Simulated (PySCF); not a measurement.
**GdOCl: other functionals and bases at one geometry**

One table from this session's results is given with a row withheld; the runs are named, their logs left out.

Computed with PySCF 2.14.0. Level: several levels, as the steps say, no spin–orbit coupling.

1 further run of the same task is left out (for a known fault of the program).

### Starting geometry

3 atoms, charge 0, spin multiplicity 1.

Bond lengths: Gd1–O2 1.828 Å, Gd1–Cl3 2.544 Å. Angles: O2–Gd1–Cl3 115.1°.

As a file:

```xyz
3
charge 0, multiplicity 1
Gd    0.2567    0.0000   -0.4046
O     1.7667    0.0000    0.6265
Cl   -1.9339    0.0000    0.8894
```

Formal oxidation states: Gd +3. Each metal's 7 4f electrons lie in its core potential, so multiplicities, spins and levels count the valence alone. An earlier session relaxed this geometry at PBE0, Gd lcecp-1-SVP with ECP53, O def2-SVP, Cl def2-SVP (singlet, point group Cs).

At PBE0 on the finer grid: E = -570.987339 Eh, HOMO -7.03 eV, LUMO -2.46 eV, Mulliken charge on Gd1 +0.82 e, largest force component 0.010 eV/Å. 

Levels to run: B3LYP; M06-L; PBE0, TZVP. Hardware: 2 threads of Arm Neoverse V1, shared host.

The first run:

run.py (the lines that set the calculation)

```python
mol = gto.M(atom='''
Gd     0.25672     0.00000    -0.40459
O      1.76671     0.00000     0.62651
Cl    -1.93393     0.00000     0.88940''',
    basis={'Gd': 'lcecp-1-SVP', 'O': 'def2-SVP', 'Cl': 'def2-SVP'},
    ecp={'Gd': 'lcecp-1-SVP'},
    charge=0, spin=0)
mf = dft.RKS(mol, xc='B3LYP')
mf.grids.atom_grid = (75, 302)  # f atoms: unpruned, at least (60, 302)
mf = mf.density_fit()  # fitting sets: Gd AutoAux, O def2-universal-JKFIT, Cl def2-universal-JKFIT
mf.conv_tol = 1e-08; mf.max_cycle = 55
mf.kernel(dm0)  # dm0: the density of the relaxed state
```

Run with:

```
$ OMP_NUM_THREADS=2 python run.py
```

Among the steps run: B3LYP; M06-L; PBE0, TZVP.

One of the session's tables, all rows but one given; the rest of the session is left out.

```
              level  HOMO (eV)  gap (eV)  charge on Gd1 (e)  dipole (D)  largest force component (eV/Å)
PBE0 (relaxed here)      -7.03      4.57               0.82        7.54                            0.01
              B3LYP      -6.75      3.98               0.77        7.39                            0.50
              M06-L      -5.68      3.47               0.95        7.60                            0.45
         PBE0, TZVP          ?         ?                  ?           ?                               ?
```

Q: Estimate the row for PBE0, TZVP from the others.

As computed: HOMO (eV): -7.02; gap (eV): 4.58; charge on Gd1 (e): 1.23; dipole (D): 7.76; largest force component (eV/Å): 0.16. In the column «HOMO (eV)» it lies between PBE0 (relaxed here) (-7.03) and B3LYP (-6.75).

In one basis the HOMO–LUMO gap runs from 3.47 eV (M06-L) to 4.57 eV (PBE0). The largest leftover force, 0.50 eV/Å with B3LYP, stands at a geometry relaxed at another level. With 4f in the core, its levels are missing from HOMO and gap, and its count is fixed, so no charge can pass from the ligands into it. Total energies of different levels can't be compared.
